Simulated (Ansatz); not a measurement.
# BH5O2SeSi, SMILES OB(O)[Se][SiH3]: a rigid torsion scan

Computed with the Ansatz DFT code, driven from Python.

Typed at the interpreter:
```pycon
>>> import ansatz as az
>>> from ase import Atoms
>>> atoms = Atoms(['O', 'B', 'O', 'Se', 'Si', 'H', 'H', 'H', 'H', 'H'], positions=[
...     (0.0517, -1.9189, 1.3239),
...     (0.2774, -1.4112, -0.0445),
...     (1.6049, -1.4817, -0.5923),
...     (-1.135, -0.6657, -1.1843),
...     (-0.8054, 1.421, -0.4161),
...     (0.132, -1.0585, 1.8807),
...     (2.0766, -0.6137, -0.3321),
...     (-1.7123, 2.3866, -1.0262),
...     (-0.9783, 1.4678, 1.1037),
...     (0.5716, 1.8231, -0.7097),
... ])
>>> first = (
...     az.Crystal.molecule_from_ase(atoms).calculation()
...     .basis(gaussian='def2-SVP')
...     .functional('R2SCAN0')
...     .relax(force_tolerance=0.02, max_steps=80)
... )
>>> atoms.positions = first.run(threads=1, pin='off').report['positions_ang']
>>> start = atoms.get_dihedral(0, 1, 2, 6)
>>> energies = {}
>>> for turn in range(0, 360, 30):
...     turned = atoms.copy()
...     turned.set_dihedral(0, 1, 2, 6, start + turn, indices=[2, 6])
...     setup = (
...         az.Crystal.molecule_from_ase(turned).calculation()
...         .basis(gaussian='def2-SVP')
...         .functional('R2SCAN0')
...     )
...     energies[round((start + turn) % 360)] = setup.run(threads=1, pin='off').report['free_energy_ev']
...
>>> floor = min(energies.values())
>>> print('dihedral O0-B1-O2-H6 (deg)   E - E(min) (kcal/mol)')
dihedral O0-B1-O2-H6 (deg)   E - E(min) (kcal/mol)
>>> for angle, e in sorted(energies.items()):
...     print(f'{angle:8d} {23.060548 * (e - floor):14.3f}  ' + '#' * int(30 * (e - floor) / max(max(energies.values()) - floor, 1e-9)))
...
       2          0.000
      32          2.228  ######
      62          6.919  #####################
      92          9.628  ##############################
     122          7.885  ########################
     152          3.984  ############
     182          1.837  #####
     212          3.310  ##########
     242          7.069  ######################
     272          9.055  ############################
     302          6.719  ####################
     332          2.225  ######
```

The scan is rigid and the energies are electronic, in a modest basis. With rigid groups the curve can differ much from the relaxed path, the start wasn't checked as a minimum of this torsion, and equivalent turns needn't return to the same energy. It ran for 7.7 min on 1 thread of Arm Neoverse V2, with other jobs on the host, peak memory 0.39 GiB.
